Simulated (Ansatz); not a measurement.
**C3H5FSe: a ladder of functionals and wavefunction methods**

An exercise on one series of results from a longer session: the logs are not shown, and one member is left open.

Program: Ansatz 0.2.0, Gaussian basis. Level of theory: functionals in def2-TZVPP, the program's frozen cores in correlated methods. These are calculated values, not measurements.

Levels to be run: PBE-D4, r2SCAN-D4, PBE0-D4, B3LYP-D4, ωB97X-V, ωB97M-V, B2PLYP; CCSD(T)/def2-TZVPP; MP2/def2-QZVPP; extrapolation to the limit.

## The geometry

An earlier PBE0-D4 in a triple-zeta def2 set relaxation fixed the geometry.

SMILES `C/C=C(\F)[SeH]`, 10 atoms, charge 0, spin multiplicity 1.

Atoms are counted from 1 here; the program's logs count them from 0.

Bond lengths: C1–C2 1.489 Å, C1–H6 1.089 Å, C1–H7 1.094 Å, C1–H8 1.094 Å, C2–C3 1.325 Å, C2–H9 1.083 Å, C3–F4 1.342 Å, C3–Se5 1.896 Å, Se5–H10 1.472 Å. Angles: C2–C1–H6 111.7°, C2–C1–H7 110.6°, C2–C1–H8 110.7°, H6–C1–H7 108.5°, H6–C1–H8 108.4°, H7–C1–H8 106.9°, C1–C2–C3 124.9°, C1–C2–H9 118.7°, C3–C2–H9 116.4°, C2–C3–F4 121.2°, C2–C3–Se5 124.3°, F4–C3–Se5 114.3°, C3–Se5–H10 94.7°.

Coordinates:

```
C    -0.7117   -1.3962    0.1699
C    -0.0066   -0.1347    0.5271
C     0.5405    0.7000   -0.3446
F     0.4533    0.4798   -1.6651
Se    1.6098    2.1926    0.1296
H    -0.7078   -1.5693   -0.9055
H    -0.2399   -2.2527    0.6603
H    -1.7509   -1.3674    0.5107
H     0.0756    0.1382    1.5723
H     0.8211    3.1587   -0.6517
```

Set-up of the first run:

Contents of in.yaml:

```yaml
crystal:
  periodic: [false, false, false]
  atoms:
    - {symbol: C, position_ang: [-0.711750, -1.396215, 0.169855]}
    - {symbol: C, position_ang: [-0.006643, -0.134658, 0.527082]}
    - {symbol: C, position_ang: [0.540477, 0.699991, -0.344638]}
    - {symbol: F, position_ang: [0.453251, 0.479837, -1.665075]}
    - {symbol: Se, position_ang: [1.609786, 2.192584, 0.129632]}
    - {symbol: H, position_ang: [-0.707824, -1.569347, -0.905545]}
    - {symbol: H, position_ang: [-0.239919, -2.252729, 0.660319]}
    - {symbol: H, position_ang: [-1.750860, -1.367404, 0.510740]}
    - {symbol: H, position_ang: [0.075561, 0.138188, 1.572334]}
    - {symbol: H, position_ang: [0.821121, 3.158654, -0.651704]}
basis:
  gaussian: {orbitals: def2-TZVPP}
hamiltonian: {xc: pbe, dispersion: d4}
output: {forces: true, orbitals: {seedname: orbitals}}
```

The run is started by

```
$ ansatz run in.yaml --threads 4 --pin off --events-out ev --progress --plain --max-ram 10444MiB
```

Steps of the session up to this table: PBE-D4 (GGA); r2SCAN-D4 (meta-GGA); PBE0-D4 (hybrid); B3LYP-D4 (hybrid); ωB97X-V (range-separated); ωB97M-V (range-separated); B2PLYP (double hybrid); CCSD(T) in def2-TZVPP; MP2 in def2-QZVPP.

One table of the session follows, with a row left open; its other results are not shown here.

It belongs to the step «Atomisation energies». 

| method | atomisation energy (eV) |
| --- | --- |
| PBE-D4 | 40.777 |
| r2SCAN-D4 | ? |
| PBE0-D4 | 39.817 |
| B3LYP-D4 | 39.469 |
| ωB97X-V | 39.514 |
| ωB97M-V | 39.496 |
| B2PLYP | 39.056 |
| HF/def2-TZVPP | 28.160 |
| MP2/def2-TZVPP | 39.241 |
| CCSD/def2-TZVPP | 37.750 |
| CCSD(T)/def2-TZVPP | 38.464 |
| MP2/CBS | 40.237 |
| CCSD(T)/CBS | 39.460 |

Estimate the missing values for r2SCAN-D4.

The run gave: atomisation energy (eV): 39.704. In the column «atomisation energy (eV)» it lies between ωB97X-V (39.514) and PBE0-D4 (39.817).

Caveats from the session: Free atoms (3 C, 1 F, 1 Se, 5 H) were run apart at each level; the atomisation energy is their sum less the molecule, without zero-point or spin-orbit terms.
